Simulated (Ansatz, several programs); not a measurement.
Cu2BeSnS4 in the kesterite structure, relaxed with r2SCAN in Ansatz (plane waves, PAW): it is tetragonal, I-4 (No. 82); conventional cell a = 5.306 Å, c = 10.435 Å, 18.36 Å³ an atom. Cu is surrounded by 4 S at 2.29 Å; Cu is surrounded by 4 S at 2.31 Å; Be is surrounded by 4 S at 2.13 Å; Sn is surrounded by 4 S at 2.43 Å; S is surrounded by 1 Be at 2.13 Å and 2 Cu at 2.29–2.31 Å and 1 Sn at 2.43 Å. The cell was then scaled with its shape and fractional coordinates held, which makes it stiffer than a relaxed compression. No spin polarisation. The prototype was imposed, so other structures may be more stable.

```csv
V (Å³/atom),E (meV/atom)
17.262,19.80
17.813,4.66
18.364,0.00
19.466,15.78
```

(1) Pass a cubic E = c₀ + c₁u + c₂u² + c₃u³, with u = V − 18.226 Å³, through these points.

(2) Where is the minimum, and what bulk modulus follows?

(3) Predict the energy and the pressure at the withheld volume, 18.915 Å³.

Answers

(1) c₀ = 0.27, c₁ = -4.040, c₂ = 15.303, c₃ = -1.5791 (meV and Å³).

(2) dE/du = 0 at u = +0.135, so V₀ = 18.36 Å³. B = V₀ d²E/dV² = 18.36 × (2c₂ + 6c₃u) = 18.36 × 29.329 = 538 meV/Å³, and 1 meV/Å³ is 0.16022 GPa: 86 GPa. A third-order Birch-Murnaghan fit to all five points gives 18.36 Å³ and 85 GPa.

(3) With u = +0.689: E ≈ 4.23 meV and P = −dE/dV ≈ -2.37 GPa. The run gives 4.17 meV and, from its stress, -2.36 GPa.
